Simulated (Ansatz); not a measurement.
# ZrNH2 (quartet): from Hartree-Fock to the top rungs at a displaced geometry (v1), def2-SVP

The task here is to estimate one member of a computed series from the others.

Method: def2-SVP, core rule «outside noble gas», up to 5 orbitals frozen; program: Ansatz 0.2.0, Gaussian basis.

To be run: UHF; CCSD(T) on ROHF; CCSD(T) on UHF; CISD as a restricted active space (open shells left free, so some higher excitations enter); CCSDT(Q) on ROHF; CCSDT(Q) on UHF.

27 further runs of the same task are left out: 10 for a known fault of the program, 9 that didn't finish, 8 set aside as unsound or not needed. Runs told in other sessions of the task aren't counted.

### The geometry

The geometry is a PBE0/def2-TZVP stationary point (not a proven minimum) with its atoms shifted at random (size 0.040 Å). No spin-orbit coupling is included. Elements past krypton take def2 core potentials.

4 atoms, charge 0, spin multiplicity 4.

Atoms are counted from 1 here; the program's logs count them from 0.

Bond lengths: Zr1–N2 2.030 Å, N2–H3 0.992 Å, N2–H4 1.024 Å. Angles: Zr1–N2–H3 130.1°, Zr1–N2–H4 125.6°, H3–N2–H4 103.8°.

The first run:

The input, in.yaml:

```yaml
crystal:
  periodic: [false, false, false]
  atoms:
    - {symbol: Zr, position_ang: [-0.001178, 0.001887, 0.314887]}
    - {symbol: N, position_ang: [0.014587, -0.014255, -1.715051]}
    - {symbol: H, position_ang: [0.003346, -0.777549, -2.347884]}
    - {symbol: H, position_ang: [-0.099431, 0.804844, -2.318081]}
basis:
  gaussian: {orbitals: def2-SVP}
magnetization: {spin_polarized: true, initial_magnetization: 3}
hamiltonian: {xc: hf}
output: {orbitals: {seedname: orbitals}}
```

The run is started by

```console
ansatz run in.yaml --threads 1 --pin off --events-out ev --progress --plain --max-ram 2393MiB
```

Among the steps run: UHF; CCSD(T) on ROHF; CCSD(T) on UHF; CISD as a restricted active space (open shells left free, so some higher excitations enter); CCSDT(Q) on ROHF; CCSDT(Q) on UHF.

One of the session's tables, all rows but one given; the rest of the session is left out.

It belongs to the step «Misses and costs». 

```
   method  from RCCSDT(Q) (meV)
     ROHF               +6580.2
      UHF               +6475.8
     RMP2                     ?
     UMP2                +592.3
    RCCSD                +240.6
    UCCSD                +165.4
 RCCSD(T)                 +36.9
 UCCSD(T)                 -36.4
   RCCSDT                 +15.2
   UCCSDT                 -55.0
RCCSDT(Q)                     0
UCCSDT(Q)                 -72.6
```

**Question.** Estimate the row for RMP2.

As computed: from RCCSDT(Q) (meV): +679.3. In the column «from RCCSDT(Q) (meV)» it lies between UMP2 (+592.3) and UHF (+6475.8).

Not comparable, so not listed: CISD as a restricted active space (open shells left free, so some higher excitations enter) (they don't share determinant, frozen orbitals or solution with the rows shown, or repeat one).

Limits of these values: Restricted and unrestricted rows rest on different reference determinants; a gap between their highest levels can come from leftover correlation error, from unlike frozen cores or from another state.
